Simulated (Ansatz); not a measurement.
**CHClInNO: from a rough start to a minimum**

Aim: relax CHClInNO from a cheap starting geometry, check the end point by its vibrations and derive ideal-gas thermochemistry.

Computed with Ansatz 0.2.0, Gaussian basis. Level: RKS PBE0-D4/def2-TZVP.

Levels to be run: relaxation at PBE0-D4/def2-TZVP; harmonic vibrations at the same level.

1 further run of the same task is left out (set aside as unsound or not needed).

### 1 The system as given

6 atoms, charge 0, spin multiplicity 1.

Atoms are counted from 1 here; the program's logs count them from 0.

Bond lengths: O1–C2 1.158 Å, C2–N3 1.193 Å, N3–In4 2.020 Å, In4–Cl5 2.275 Å, In4–H6 1.686 Å. Angles: O1–C2–N3 175.5°, C2–N3–In4 151.0°, N3–In4–Cl5 114.6°, N3–In4–H6 110.5°, Cl5–In4–H6 134.9°.

Coordinates:

```mol
CHClInNO
  3D, bonds by distance, orders not assigned

  6  5  0  0  0  0  0  0  0  0999 V2000
    1.5858   -2.4305    0.3698 O   0  0
    0.8984   -1.5001    0.4258 C   0  0
    0.1726   -0.5651    0.5730 N   0  0
   -0.7303    1.0981   -0.1330 In  0  0
   -0.2327    1.5999   -2.2959 Cl  0  0
   -1.6938    1.7976    1.0604 H   0  0
  1  2  8  0
  2  3  8  0
  3  4  8  0
  4  5  8  0
  4  6  8  0
M  END
```

The start is a GFN2-xTB geometry. In takes the def2 core potential; no spin-orbit term is included.

### 2 Optimising with PBE0-D4/def2-TZVP

The input, in.yaml:

```yaml
crystal:
  periodic: [false, false, false]
  atoms:
    - {symbol: O, position_ang: [1.585820, -2.430460, 0.369810]}
    - {symbol: C, position_ang: [0.898400, -1.500120, 0.425770]}
    - {symbol: N, position_ang: [0.172590, -0.565080, 0.572990]}
    - {symbol: In, position_ang: [-0.730270, 1.098150, -0.133040]}
    - {symbol: Cl, position_ang: [-0.232720, 1.599900, -2.295890]}
    - {symbol: H, position_ang: [-1.693820, 1.797610, 1.060370]}
basis:
  gaussian: {orbitals: def2-TZVP}
hamiltonian: {xc: pbe0, dispersion: d4}
relax: {f_tol: 0.005, max_steps: 150}
```

After this run come: Vibrations by finite differences.

**Question.** What will the summary of the whole plan be? Wanted: point group; shift from the start; total energy; dispersion term; dipole moment; lowest, highest wavenumber; zero-point energy.

The runs gave:

| quantity | value |
| --- | --- |
| point group | Cs |
| steps | 12 |
| shift from the start (rms) | 0.239 Å |
| total energy | -22281.8186 eV |
| dispersion term | -129 meV |
| dipole moment | 3.64 D |
| lowest, highest wavenumber | 49, 2335 cm⁻¹ |
| zero-point energy | 53.4 kJ/mol |
| entropy at 298.15 K | 363.6 J/(mol K) |

**Reading.** The atoms moved 0.24 Å (rms) from the start; the bond that changed most is In4–Cl5, from 2.275 to 2.315 Å. All wavenumbers are real, so the end point is a minimum. The stiffest mode, 2335 cm⁻¹, is a C–O and C–N stretch, and 3 modes under 200 cm⁻¹ make the vibrational entropy uncertain. Harmonic hybrid wavenumbers usually lie a few per cent above measured fundamentals. The largest Mulliken charge, +0.76 e, sits on In4.
